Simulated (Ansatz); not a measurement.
# CH5AlBN: the cost of one run

Program: the Python package of Ansatz 0.2.0. Level of theory: B3LYP+D3(BJ)/def2-SVP. These are calculated values, not measurements.

### Step 1. The system

Bond lengths: B1–Al2 2.009 Å, Al2–C3 1.884 Å, Al2–N4 1.931 Å, C3–N4 1.425 Å, B1–H5 1.199 Å, B1–H6 1.249 Å, C3–H7 1.084 Å, C3–H8 1.184 Å, N4–H9 1.041 Å. Angles (14 of 15 angles, heavy atoms first): B1–Al2–C3 158.6°, B1–Al2–N4 157.4°, C3–Al2–N4 43.8°, Al2–C3–N4 69.9°, Al2–N4–C3 66.3°, Al2–B1–H5 123.8°, Al2–B1–H6 120.9°, Al2–C3–H7 120.2°, Al2–C3–H8 116.8°, N4–C3–H7 116.2°, N4–C3–H8 109.2°, Al2–N4–H9 108.4°, C3–N4–H9 117.3°, H5–B1–H6 115.3°.

No structure file is read: the coordinates are typed or built in the script.

### Step 2. The script

ch5albn.py reads:

```python
import warnings

import ansatz as az
import numpy as np

GEOMETRY = """
B    -0.86040    1.66760   -1.29460
Al   -0.24430    0.15620   -0.12320
C     0.69750   -1.39190    0.39270
N    -0.03660   -0.87290    1.49800
H    -0.51720    1.81130   -2.43390
H    -1.68050    2.51080   -0.87470
H     0.38880   -2.36500    0.02740
H     1.85630   -1.26700    0.60210
H     0.48500   -0.29550    2.18920
"""

warnings.simplefilter("ignore", az.DeckWarning)

system = az.Crystal.molecule()
for line in GEOMETRY.strip().splitlines():
    symbol, *xyz = line.split()
    system = system.atom(symbol, [float(v) for v in xyz])

symbols = [site.symbol for site in system.cartesian_sites]
start = np.array([site.position_ang for site in system.cartesian_sites])
axis = (start[0] - start[1]) / np.linalg.norm(start[0] - start[1])
moving = [0, 4, 5]
lengths, energies = [1.768, 1.848, 1.929, 2.009, 2.089, 2.17, 2.25, 2.371], []
for length in lengths:
    xyz = start.copy()
    xyz[moving] += (length - np.linalg.norm(start[0] - start[1])) * axis
    point = az.Crystal.molecule()
    for symbol, place in zip(symbols, xyz):
        point = point.atom(symbol, place.tolist())
    calculation = (
        point.calculation()
        .basis(gaussian="def2-SVP")
        .functional("B3LYP", dispersion="d3bj")
    )
    r = calculation.run().report
    energies.append(r["free_energy_ev"])
    print(f"r = {length:6.3f} A  E = {energies[-1]:.5f} eV  <S^2> = {abs(r['mean_field']['state']['spin_squared']):.3f}")

fit = np.polynomial.Polynomial.fit(lengths, np.array(energies) - min(energies), 4).convert()
roots = [r.real for r in fit.deriv().roots() if abs(r.imag) < 1e-9 and fit.deriv(2)(r.real) > 0]
r_e = min(roots, key=lambda r: abs(r - lengths[int(np.argmin(energies))]))
print(f"minimum of the fit at {r_e:.4f} A, force constant {fit.deriv(2)(r_e):.2f} eV/A^2")
```

### Step 3. The calls as engine input

The package turns the script's settings into the engine's input (first run):

```yaml
crystal:
  periodic: [false, false, false]
  atoms:
    - { symbol: B, position_ang: [-0.7864921218582526, 1.4862911750958656, -1.1540778632442086] }
    - { symbol: Al, position_ang: [-0.2443, 0.1562, -0.1232] }
    - { symbol: C, position_ang: [0.6975, -1.3919, 0.3927] }
    - { symbol: "N", position_ang: [-0.0366, -0.8729, 1.498] }
    - { symbol: H, position_ang: [-0.4432921218582525, 1.6299911750958656, -2.2933778632442086] }
    - { symbol: H, position_ang: [-1.6065921218582526, 2.329491175095866, -0.7341778632442088] }
    - { symbol: H, position_ang: [0.3888, -2.365, 0.0274] }
    - { symbol: H, position_ang: [1.8563, -1.267, 0.6021] }
    - { symbol: H, position_ang: [0.485, -0.2955, 2.1892] }
basis:
  gaussian:
    orbitals: def2-SVP
hamiltonian:
  xc: b3lyp
  dispersion: d3bj
```

### Step 4. Launch

Command:

```sh
> python ch5albn.py
```

What time and memory should one allow on 1 thread of Arm Neoverse V1, shared host?

About 18 s, with a peak of 0.23 GiB.
